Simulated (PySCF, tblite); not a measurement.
# C4H9FSSi: geometry, infrared bands and NMR shifts

Aim: predict the infrared bands and NMR shifts of C4H9FSSi (`CC[Si]1(F)CSC1`).

Computed with tblite 0.8.0 and PySCF 2.14.0, with density-fitted response routines of our own, on a single molecule in the gas phase. Atoms are numbered from 0 throughout.

### 1 The starting structure

16 atoms, charge 0, multiplicity 1; geometry from: force field or distance geometry start.

Bonds of the start (Å): C0–C1 1.52, C1–Si2 1.86, Si2–F3 1.67, Si2–C4 1.88, C4–S5 1.82, S5–C6 1.80, C6–Si2 1.84, C0–H7 1.13, C0–H8 1.10, C0–H9 1.10, C1–H10 1.11, C1–H11 1.12, C4–H12 1.12, C4–H13 1.09, C6–H14 1.09, C6–H15 1.12.

### 2 Optimising the geometry with GFN2-xTB

Job settings and geometry (Å):

```
{"job": {"kind": "relax", "xc": "GFN2-xTB", "basis": "xTB"}, "charge": 0, "multiplicity": 1}
C      2.282800    -0.211100     0.293400
C      1.084500     0.650800    -0.065900
Si    -0.448900    -0.070300     0.689700
F     -0.295000    -0.458700     2.310600
C     -1.919200     1.048200     0.335900
S     -2.482200    -0.123700    -0.934900
C     -1.338200    -1.357600    -0.283000
H      2.557000     0.055100     1.352900
H      2.045600    -1.286200     0.240500
H      3.131000     0.078700    -0.352000
H      0.990100     0.838600    -1.155300
H      1.249200     1.615200     0.479400
H     -1.592200     1.979400    -0.191100
H     -2.602700     1.212600     1.170900
H     -0.780800    -1.906200    -1.039400
H     -1.888500    -2.055900     0.404400
```

On the command line:

```bash
OMP_NUM_THREADS=1 python probes_run.py task.json out
```

The driver reads the jobs from task.json and runs them one after another.

**Question.** This job is followed by: GFN2-xTB harmonic vibrations, gas phase; GIAO PBE0/pcSseg-1 NMR shielding, non-relativistic, gas phase. Predict these results of the whole session: strongest single infrared mode (GFN2-xTB); zero-point energy (GFN2-xTB); ¹³C shifts against TMS (PBE0/pcSseg-1, means over atoms taken as alike); ¹H shifts against TMS (PBE0/pcSseg-1, means over atoms taken as alike); ²⁹Si shifts against TMS (PBE0/pcSseg-1); ¹⁹F shifts against CFCl3 (PBE0/pcSseg-1); ³³S shifts against CS2 (PBE0/pcSseg-1); surface potential, 1st and 99th percentile.

As calculated:

| quantity | value |
| --- | --- |
| strongest single infrared mode (GFN2-xTB) | 831 cm⁻¹, 202 km/mol |
| zero-point energy (GFN2-xTB) | 77.1 kcal/mol |
| ¹³C shifts against TMS (PBE0/pcSseg-1, means over atoms taken as alike) | 31.8, 14.1, 6.3 ppm |
| ¹H shifts against TMS (PBE0/pcSseg-1, means over atoms taken as alike) | 3.13, 2.62, 1.10, 0.94 ppm |
| ²⁹Si shifts against TMS (PBE0/pcSseg-1) | 35.4 ppm |
| ¹⁹F shifts against CFCl3 (PBE0/pcSseg-1) | -165.3 ppm |
| ³³S shifts against CS2 (PBE0/pcSseg-1) | -81 ppm |
| surface potential, 1st and 99th percentile | -1.07 V and 1.23 V |

What this shows: Over 78 steps the energy fell by 0.481 eV; of the close pairs, Si2–C6 changed most, 1.842 to 1.907 Å. All 42 modes are real, so the xTB geometry is a minimum. The strongest single mode, at 831 cm⁻¹, is spread over several atoms, Si2, F3, C6, C4 among them. Unscaled tight-binding wavenumbers are off by several per cent, some by more. Its intensities can rank the bands wrongly. At PBE0/pcSseg-1: Shielding is most anisotropic at S5 (span 450 ppm, paramagnetic term -470 ppm).
